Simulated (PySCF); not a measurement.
# C4H5F3Se: a tour of settings, part 2 of 2

PySCF 2.14.0. Atoms count from 0. Earlier steps stand in the parts before.

## (6) J couplings: CAM-B3LYP/6-31G*

What the job is given:

```
{"job": {"kind": "j", "xc": "CAM-B3LYP", "basis": "6-31G*"}, "charge": 0, "multiplicity": 1}
C     -1.343439    -0.700557    -0.673929
C     -0.176391     0.262581    -0.531936
Se    -0.831516     2.149153    -0.274823
C      0.698913    -0.076424     0.618301
F      0.065710    -0.233497     1.798032
C      2.021862    -0.196957     0.582804
F      2.810055    -0.477387     1.607432
F      2.724981    -0.065031    -0.536398
H     -0.972977    -1.699147    -0.899255
H     -1.996592    -0.378141    -1.480870
H     -1.920404    -0.742194     0.247791
H      0.421830     0.307814    -1.444624
H     -1.506418     1.850274     0.969748
```

Method: CAM-B3LYP/6-31G* indirect spin-spin coupling, non-relativistic, gas phase.

Standard output:

```text
coarse grid: 56312 points
cycle   1  E = -2855.9742525421  dE =  3.981e-01  |g| = 8.620e-01  |ddm| = 3.524e+00
cycle   2  E = -2855.9079011645  dE =  6.635e-02  |g| = 1.121e+00  |ddm| = 1.387e+00
cycle   3  E = -2856.1166511987  dE = -2.088e-01  |g| = 6.800e-02  |ddm| = 7.812e-01
cycle   4  E = -2856.1174502589  dE = -7.991e-04  |g| = 2.820e-02  |ddm| = 8.257e-02
cycle   5  E = -2856.1176139444  dE = -1.637e-04  |g| = 1.152e-02  |ddm| = 3.434e-02
cycle   6  E = -2856.1176396555  dE = -2.571e-05  |g| = 2.355e-03  |ddm| = 1.078e-02
cycle   7  E = -2856.1176413263  dE = -1.671e-06  |g| = 8.317e-04  |ddm| = 3.821e-03
final grid: 119584 points
cycle   8  E = -2856.1175800944  dE = -9.356e-08  |g| = 8.632e-04  |ddm| = 2.073e-03
cycle   9  E = -2856.1175800217  dE =  7.273e-08  |g| = 1.058e-03  |ddm| = 1.580e-03
cycle  10  E = -2856.1175802646  dE = -2.429e-07  |g| = 7.647e-05  |ddm| = 8.872e-04
cycle  11  E = -2856.1175802661  dE = -1.532e-09  |g| = 2.465e-05  |ddm| = 9.373e-05
cycle  12  E = -2856.1175802665  dE = -3.211e-10  |g| = 8.835e-06  |ddm| = 8.076e-05
converged SCF energy = -2856.1175802665

Indirect spin-spin couplings (Hz)
  i      j    bonds     total        FC       PSO       DSO        SD
  0 C    1 C    1     49.123    49.290    -0.474     0.308         -
  0 C    3 C    2     -3.276    -3.274    -0.099     0.097         -
  0 C    4 F    3      2.039     2.796    -0.959     0.155     0.047
  0 C    5 C    3      3.145     3.066     0.089    -0.010         -
  0 C    6 F    4      3.041     3.051     0.440    -0.203    -0.246
  0 C    7 F    4      1.940     2.155    -0.186    -0.089     0.060
  0 C    8 H    1    137.905   136.163     0.878     0.864         -
  0 C    9 H    1    145.318   143.633     0.791     0.893         -
  0 C   10 H    1    145.762   144.082     0.727     0.954         -
  0 C   11 H    2     -3.134    -3.254     0.053     0.067         -
  0 C   12 H    3      1.547     1.395    -0.050     0.202         -
  1 C    3 C    1     72.113    73.337    -1.663     0.439         -
  1 C    4 F    2     21.990    22.796    -2.088     0.248     1.034
  1 C    5 C    2      4.760     4.683    -0.021     0.098         -
  1 C    6 F    3     -0.624    -0.739    -0.082    -0.209     0.406
  1 C    7 F    3     -3.665    -2.542    -0.863     0.261    -0.521
  1 C    8 H    2     -1.619    -1.892     0.102     0.171         -
  1 C    9 H    2     -4.090    -4.259    -0.039     0.209         -
  1 C   10 H    2     -5.102    -5.272    -0.057     0.227         -
  1 C   11 H    1    161.993   160.264     0.113     1.616         -
  1 C   12 H    2     -1.774    -2.007     0.180     0.052         -
  3 C    4 F    1   -184.537  -199.062    10.626     1.353     2.545
  3 C    5 C    1    159.194   166.155    -7.434     0.472         -
  3 C    6 F    2     24.383    33.883   -21.169     0.004    11.666
  3 C    7 F    2     59.565    54.947    -8.120     0.100    12.637
  3 C    8 H    3      1.275     1.152    -0.180     0.303         -
  3 C    9 H    3      6.736     6.805     0.163    -0.232         -
  3 C   10 H    3      2.868     2.796    -0.218     0.290         -
  3 C   11 H    2      1.572     1.462    -0.310     0.420         -
  3 C   12 H    3      1.772     1.641    -0.221     0.351         -
  4 F    5 C    2     48.135    42.555    -7.797     0.188    13.190
  4 F    6 F    3     62.082    10.623    12.725     0.279    38.456
  4 F    7 F    3   -105.740     6.238  -131.169    -1.344    20.535
  4 F    9 H    4      0.173     0.730     0.547    -1.029    -0.075
  4 F   10 H    4      2.191     1.666    -1.081     1.649    -0.043
  4 F   11 H    3     19.548    21.392    -0.357    -1.519     0.032
  4 F   12 H    4      2.694     1.025    -0.786     2.413     0.041
  5 C    6 F    1   -239.656  -216.473   -17.901     1.324    -6.607
  5 C    7 F    1   -220.806  -202.723   -14.191     1.335    -5.226
  5 C    8 H    4     -0.307    -0.388    -0.011     0.092         -
  5 C    9 H    4      1.064     1.107     0.183    -0.227         -
  5 C   10 H    4     -0.316    -0.345     0.169    -0.140         -
  5 C   11 H    3      1.141     1.112    -0.369     0.397         -
  5 C   12 H    4     -0.415    -0.436     0.119    -0.098         -
  6 F    7 F    2     78.617    76.920   -23.128    -0.463    25.288
  6 F    9 H    5      1.501     1.917     0.708    -1.091    -0.034
  6 F   10 H    5     -0.491    -0.213     0.629    -0.745    -0.162
  6 F   11 H    4     -2.632    -0.444    -1.097    -1.010    -0.081
  6 F   12 H    5     -0.682    -0.441     0.370    -0.483    -0.129
  7 F   10 H    5     -0.264     0.402     0.401    -0.902    -0.164
  7 F   11 H    4      4.974     4.000    -0.706     2.005    -0.325
  7 F   12 H    5     -1.190    -0.234     0.309    -1.193    -0.071
  8 H    9 H    2    -15.209   -14.413     1.291    -2.087         -
  8 H   10 H    2    -15.015   -14.295     1.169    -1.889         -
  8 H   11 H    3      3.825     3.622    -0.133     0.336         -
  8 H   12 H    4     -0.784    -0.425     0.664    -1.023         -
  9 H   10 H    2    -15.081   -14.485     1.208    -1.803         -
  9 H   11 H    3      3.628     3.345    -0.075     0.358         -
  9 H   12 H    4     -0.380    -0.186     0.024    -0.218         -
 10 H   11 H    3     12.780    13.520     1.415    -2.155         -
 10 H   12 H    4      1.500    -0.181    -1.066     2.747         -
 11 H   12 H    3      7.581    10.022     1.080    -3.521         -
```

Wall time 86 s (1 thread of Intel Xeon at 2.70GHz, shared host); peak memory 0.88 GiB.

This basis has no tight s functions, so the Fermi-contact terms are rough.

In short: J(C5,F6) -239.7 Hz, J(C5,F7) -220.8 Hz, J(C3,F4) -184.5 Hz (means over like pairs).

## (7) Side by side: NMR shifts

Shifts (ppm) of some atoms, chosen among heavy atoms and hydrogens apart, with basis size and wall time:

| run | C5 | C3 | H11 | H12 | F6 | F7 | F4 | functions | time |
| --- | --- | --- | --- | --- | --- | --- | --- | --- | --- |
| PBE0/pcSseg-1 | 163.2 | 141.6 | 3.51 | 3.25 | -108.8 | -121.5 | -202.7 | 185 | 76 s |
| CAM-B3LYP/pcSseg-0 | 177.4 | 154.7 | 3.18 | 2.98 | -99.3 | -112.7 | -196.2 | 98 | 18 s |

## (8) Side by side: spin-spin couplings

Couplings (Hz), each a mean over the pairs like the one named, with basis size and wall time:

| run | C5–F6 | C5–F7 | C3–F4 | C1–H11 | C0–H8 | C3–C5 | F4–F7 | functions | time |
| --- | --- | --- | --- | --- | --- | --- | --- | --- | --- |
| mPW1PW91/6-31G | -337.8 | -314.3 | -264.7 | 167.1 | 146.9 | 146.3 | -123.1 | 100 | 27 s |
| CAM-B3LYP/6-31G* | -239.7 | -220.8 | -184.5 | 162.0 | 143.0 | 159.2 | -105.7 | 140 | 86 s |

## (9) Summary of results

The summary covers parts 1 to 2.

| quantity | value |
| --- | --- |
| 13C shifts against TMS (PBE0/pcSseg-1) | 163.2, 141.6, 40.8, 26.1 ppm |
| 1H shifts against TMS (PBE0/pcSseg-1, means over atoms taken as alike) | 3.51, 3.25, 1.84 ppm |
| 77Se shifts against Me2Se (PBE0/pcSseg-1) | 188 ppm |
| 19F shifts against CFCl3 (PBE0/pcSseg-1) | -108.8, -121.5, -202.7 ppm |
| surface potential, 1st and 99th percentile | -0.78 V and 1.18 V |
| lowest singlet (PBE0/def2-SVPD) | 4.57 eV (271 nm), f = 0.007 |
| brightest single state of those computed | state 3, 5.94 eV, f = 0.158 |
| lowest triplet | 3.90 eV |
| largest coupling of the table (mPW1PW91/6-31G) | 1J(C,F) C5–F6, -337.8 Hz |
| range of the shift of C5 | 163.2 to 177.4 ppm |
| range of J(C5,F6), mean over like pairs | -337.8 to -239.7 Hz |

What this shows: Single values in the summary come from the first run of each kind that ended normally (PBE0/pcSseg-1; PBE0/def2-SVPD; mPW1PW91/6-31G), which need not be the best level. At PBE0/pcSseg-1: The largest span, 1427 ppm, is at Se2, where the paramagnetic term is -1427 ppm. At PBE0/pcSseg-1, counted by nearest atom on the grid, the HOMO lies on Se2 69 %; H12 9 %, the LUMO on Se2 38 %; C1, C5 about 15 % each. In the run at mPW1PW91/6-31G, the largest coupling of the table is C5–F6, -337.8 Hz, of which the Fermi-contact term gives -311.9 Hz. Couplings across rotatable bonds belong to this one conformer; where others are populated, the observed values are averages. Density functionals describe couplings to fluorine poorly, F–F couplings above all, so those rows are rough. The coupling C5–F6, as a mean over pairs of its kind, runs from -337.8 Hz (mPW1PW91/6-31G) to -239.7 Hz (CAM-B3LYP/6-31G*). Spin-orbit coupling is left out, which matters for shieldings and couplings at and beside the heavy atoms. Couplings from bases without tight functions are rough.
